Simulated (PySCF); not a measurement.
# C4N4S4Ti (Ti(NCS)4): the cost of one run

Programs: PySCF 2.14.0, with density-fitted response routines of our own. Each step states its level of theory. These are calculated values for one molecule in the gas phase, unless marked as measured. Atoms are numbered from 0 throughout.

**1. The starting structure**

13 atoms, charge 0, multiplicity 1; geometry from: GFN2-xTB. The atoms were then displaced at random by about 0.03 Å, so the start is not that level's minimum.

Bonds of the start (Å): Ti0–N1 1.85, Ti0–N4 1.82, Ti0–N7 1.96, Ti0–N10 1.85, N1–C2 1.18, C2–S3 1.58, N4–C5 1.19, C5–S6 1.59, N7–C8 1.20, C8–S9 1.55, N10–C11 1.17, C11–S12 1.60.

**2. Optimising the geometry at PBE0-D3(BJ)/def2-SVP**

What the job is given:

```
{"job": {"xc": "PBE0", "basis": "def2-SVP", "d3": "d3bj", "grid": 1, "maxiter": 40, "shake": 0.03, "kind": "geom"}, "charge": 0, "multiplicity": 1}
Ti     0.066820    -0.076460     0.004840
N     -0.015020    -0.012060     1.850000
C     -0.061560    -0.015990     3.028480
S      0.095050    -0.014240     4.600730
N      1.755890    -0.023630    -0.657930
C      2.886190     0.017260    -1.020910
S      4.399600     0.005630    -1.517750
N     -0.822840     1.540520    -0.645570
C     -1.444940     2.516750    -0.969490
S     -2.187590     3.762130    -1.513880
N     -0.902790    -1.528960    -0.602950
C     -1.440450    -2.492200    -0.992350
S     -2.297720    -3.730860    -1.541010
```

Command:

```sh
OMP_NUM_THREADS=2 python probes_run.py task.json out
```

The driver reads the jobs from task.json and runs them one after another.

Q: Estimate the wall time and peak memory of this first job on 2 threads of AMD EPYC 9R45, shared host.

About 1.8 min, with a peak of 1.4 GiB.
